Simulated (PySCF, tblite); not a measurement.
# C7H7F: infrared bands and NMR shifts

What infrared bands and NMR shifts should C7H7F (`C#C[C@H]1CC=C1CF`) show?

Computed with tblite 0.8.0 and PySCF 2.14.0, with density-fitted response routines of our own, on a single molecule in the gas phase. Atoms count from 0, in the outputs and in this text.

## Step 1: The molecule as given

15 atoms, charge 0, multiplicity 1; geometry from: GFN2-xTB.

Bonds of the start (Å): C0–C1 1.20, C1–C2 1.44, C2–C3 1.56, C3–C4 1.50, C4–C5 1.33, C5–C6 1.48, C6–F7 1.38, C5–C2 1.52, C0–H8 1.05, C2–H9 1.09, C3–H10 1.09, C3–H11 1.09, C4–H12 1.07, C6–H13 1.10, C6–H14 1.10.

## Step 2: Vibrational analysis with GFN2-xTB

What the job is given:

```
{"job": {"kind": "ir", "xc": "GFN2-xTB", "basis": "xTB"}, "charge": 0, "multiplicity": 1}
C      2.062944     0.068731     1.926820
C      1.492849     0.134733     0.876042
C      0.767866     0.195490    -0.367628
C      0.632016    -1.149446    -1.147897
C     -0.847994    -1.003592    -0.931061
C     -0.746366     0.135358    -0.248756
C     -1.687745     1.066845     0.421074
F     -1.624670     2.322728    -0.151460
H      2.581568     0.021013     2.837187
H      1.132966     1.027441    -0.974378
H      0.962730    -1.111793    -2.184492
H      1.090021    -2.001436    -0.648245
H     -1.673038    -1.623460    -1.231106
H     -2.723895     0.725978     0.324049
H     -1.423665     1.199399     1.477939
```

**Question.** This job is followed by: GIAO PBE0/pcSseg-1 NMR shielding, non-relativistic, gas phase. What will the session give for the following? strongest single infrared mode (GFN2-xTB); zero-point energy (GFN2-xTB); 13C shifts against TMS (PBE0/pcSseg-1); 1H shifts against TMS (PBE0/pcSseg-1); 19F shifts against CFCl3 (PBE0/pcSseg-1).

The runs gave:

| quantity | value |
| --- | --- |
| strongest single infrared mode (GFN2-xTB) | 1002 cm⁻¹, 77 km/mol |
| zero-point energy (GFN2-xTB) | 71.3 kcal/mol |
| 13C shifts against TMS (PBE0/pcSseg-1) | 154.9, 144.6, 88.1, 80.0, 78.0, 38.3, 32.4 ppm |
| 1H shifts against TMS (PBE0/pcSseg-1) | 6.41, 5.32, 5.10, 3.73, 2.88, 2.51, 1.72 ppm |
| 19F shifts against CFCl3 (PBE0/pcSseg-1) | -247.9 ppm |

**Reading.** All 39 modes are real, so the xTB geometry is a minimum. The strongest single mode, at 1002 cm⁻¹, moves mainly C6 and F7. Unscaled tight-binding wavenumbers are off by several per cent, some by more. Its intensities can rank the bands wrongly. H12 (hydrogen on an alkene CH) lies farthest downfield among hydrogen, at 6.41 ppm; a vinylic proton, deshielded by the sp2 carbon and the C=C anisotropy. At PBE0/pcSseg-1: The widest tensor belongs to C1: span 302 ppm, with a paramagnetic part of -162 ppm.
